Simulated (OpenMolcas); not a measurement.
# W⁴⁺ among point charges: CASSCF and CASPT2 levels and susceptibility

How does a field of 5 point charges split the states of W⁴⁺, and what χT follows?

Program: OpenMolcas 26.06. Level of theory: state-averaged CASSCF and CASPT2, spin-orbit coupling by RASSI with atomic mean-field integrals. These are calculated values, not measurements, unless marked.

**1. Starting point**

| Quantity | Value |
| --- | --- |
| Species | W⁴⁺ (tungsten, Z = 74, 70 electrons) |
| Basis | ANO-RCC-VDZP [7s6p4d2f1g], 68 functions |
| Scalar Hamiltonian | DKH2, point nucleus |
| Inactive shells | 1s 2s 2p 3s 3p 3d 4s 4p 4d 4f 5s 5p |
| Active space | 2 electrons in 5 orbitals (5d) |
| Some configurations of this space | 5d² |
| Orbitals | optimised for each spin and parity, averaged over all roots |

Outer shells as boxes (Hund's rule):

5d2
```
5d [↑ ][↑ ][  ][  ][  ]
```

The ion sits among 5 point charges of -1 e arranged as a trigonal bipyramid (D3h), 1.86 Å from the ion, with the axial distance 1.655 Å.

The work runs as a chain of OpenMolcas steps in one folder; each step below is one input file. Labels, J, g values, rates, χT and fits are worked out afterwards by a script from the matrices that RASSI stores.

**2. Basis and integrals**

Contents of a.inp:

```
&GATEWAY
Coord
1

W 0.0 0.0 0.0
Basis=ANO-RCC-VDZP
Group=NoSym
NoMove
AngMom=0.0 0.0 0.0
AMFI
XField
5 Angstrom 0
1.860000 0.000000 0.000000 -1.000000
-0.930000 1.610807 0.000000 -1.000000
-0.930000 -1.610807 0.000000 -1.000000
0.000000 0.000000 1.655400 -1.000000
0.000000 0.000000 -1.655400 -1.000000
&SEWARD
```

**3. CASSCF: triplets, 10 roots**

Contents of a.inp:

```
&RASSCF
FileOrb=start.orb
Symmetry=1
Spin=3
nActEl=2 0 0
Inactive=34
Ras2=5
CIRoot=10 10 1
SDav=10
CIMx=300
Iter=120 100
PrWF=0.3
OrbListing=Nothing
MaxOrb=0
>>> COPY $Project.JobIph JOB001
```

start.orb holds the contracted functions of the basis, ordered by shell, or the orbitals of the step before.

**4. Reference wave functions, singlets, 15 roots**

Contents of a.inp:

```
&RASSCF
FileOrb=start.orb
Symmetry=1
Spin=1
nActEl=2 0 0
Inactive=34
Ras2=5
CIRoot=15 15 1
SDav=15
CIMx=300
Iter=120 100
PrWF=0.3
OrbListing=Nothing
MaxOrb=0
>>> COPY $Project.JobIph JOB002
```

**5. State interaction with spin-orbit coupling**

Contents of a.inp:

```
&RASSI
NrOfJobIphs=2 10 15
1 2 3 4 5 6 7 8 9 10
1 2 3 4 5 6 7 8 9 10 11 12 13 14 15
IphNames
JOB001
JOB002
EJob
SpinOrbit
DIPRint=1.0
SOCoupling=1000.0
Subsets=2
Property=9
'ANGMOM' 1 'ANGMOM' 2 'ANGMOM' 3 'MLTPL  1' 1 'MLTPL  1' 2 'MLTPL  1' 3
'AMFI' 1 'AMFI' 2 'AMFI' 3
SOProperty=3
'ANGMOM' 1 'ANGMOM' 2 'ANGMOM' 3
```

**6. CASPT2: IPEA 0.25, imaginary shift 0.1 (closed shells correlated: 4f 5s 5p)**

Contents of a.inp:

```
>>> COPY JOB001 $Project.JobIph
&CASPT2
Multistate=10 1 2 3 4 5 6 7 8 9 10
NoMult
Frozen=23
IPEA=0.25
Imaginary=0.1
MaxIter=60
WThr=0.0 0.3 0.05
PrWF=0.5
NoMix
>>> COPY JOB002 $Project.JobIph
&CASPT2
Multistate=15 1 2 3 4 5 6 7 8 9 10 11 12 13 14 15
NoMult
Frozen=23
IPEA=0.25
Imaginary=0.1
MaxIter=60
WThr=0.0 0.3 0.05
PrWF=0.5
NoMix
```

(Steps that only read results are left out.)

Q: Predict the outcome of this session. Wanted: spin-free ground state; first state of the same spin within the active space; lowest level; next level.

**Answer**, as computed:

| quantity | value |
| --- | --- |
| method | SS-CASPT2, IPEA 0.25, imaginary shift 0.1 (closed shells correlated: 4f 5s 5p) |
| spin-free ground state | 3A1, 1-fold in its orbital part |
| first state of the same spin within the active space | 3A2 at 15.5 cm⁻¹ |
| lowest level | 2-fold E, g = 0.00, 0.00, 2.10 |
| next level | 163.2 cm⁻¹ |
| χT at 300 K | 0.15 cm³ K/mol |
| effective moment at 300 K | 1.11 μB |

Cost by method:

```
                                                 method  time of its own steps  time with the reference
                                              A. CASSCF                    8 s                      8 s
B. SS-CASPT2, IPEA 0.25, imaginary shift 0.1, +4f 5s 5p                  9.4 s                     17 s
```

Times are of one thread on a shared host.

In words: The spin-free ground state (3A1) comes to 100 % from free-ion F terms and keeps the highest spin of the shell. χT at 300 K is 0.15, against 1.00 cm³ K/mol for the spin alone, so spin-orbit coupling lowers it. CASPT2 does not keep the components of a term degenerate, and the means are used. The field of point charges can differ much from that of real complexes. This is an electrostatic model: the charges have no orbitals.
